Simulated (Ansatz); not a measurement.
## FGa: a geometry optimisation

Computed with the Python package of Ansatz (0.2.0).

`opt.py`
```python
# -*- coding: utf-8 -*-
import argparse

import ansatz as az
from ase import Atoms
import numpy as np

parser = argparse.ArgumentParser(description="Minimum-energy structure of FGa.")
parser.add_argument("--basis", required=True, help="basis")
parser.add_argument("--functional", required=True, help="exchange-correlation functional")
args = parser.parse_args()

atoms = Atoms(["Ga", "F"], positions=[
    (0.0, 0.0, 0.0),
    (0.0, 0.0, 1.82),
])
system = az.Crystal.molecule_from_ase(atoms)

job = (
    system.calculation()
    .basis(gaussian=args.basis)
    .functional(args.functional)
)
symbols = [site.symbol for site in system.cartesian_sites]
start = np.array([site.position_ang for site in system.cartesian_sites], dtype=float)
def progress(event):
    if event["event"] == "relax_step":
        row = event["data"]
        print(f"step {row['step']:3d}  E = {row['lagrangian_ev']:.6f} eV  max force {row['allowed_force_max_ev_ang']:.4f} eV/A")


report = job.relax(force_tolerance=0.02).session().plan().execute(on_event=progress).report
end = np.array(report["positions_ang"])

print(f"E = {report['free_energy_ev']:.6f} eV = {report['free_energy_ev'] / 27.211386246:.7f} Ha")
print("converged:", report["converged"], " doubts:", report["published_state_doubts"] or "none")

print("bond        before    after (A)")
for i, j in [(0, 1)]:
    d0, d1 = (np.linalg.norm(xyz[i] - xyz[j]) for xyz in (start, end))
    print(f"{symbols[i]}{i}-{symbols[j]}{j}".ljust(10), f"{d0:8.4f} {d1:8.4f}")
```

```console
$ python opt.py --basis def2-SVP --functional pbe0
step   1  E = -55077.796475 eV  max force 0.8702 eV/A
step   2  E = -55077.810562 eV  max force 0.4361 eV/A
step   3  E = -55077.814828 eV  max force 0.0323 eV/A
step   4  E = -55077.814850 eV  max force 0.0005 eV/A
E = -55077.814870 eV = -2024.0723634 Ha
converged: True  doubts: none
bond        before    after (A)
Ga0-F1       1.8200   1.7793
```

Caveats:
- Total energies depend on the basis set; only differences at equal settings carry meaning.
- The end point is the stationary point reached from this start; no frequency run checks that it is a minimum, and the basis set is modest.
- The spin state was assumed, and another may lie lower.
- Finished in 3.7 s on 1 thread of Arm Neoverse V2, on a shared host, peak memory 0.17 GiB.

(A comment or docstring line of the script was reworded after the run, the code is as it ran; lines on the test bed's own set-up are left out of the output.)
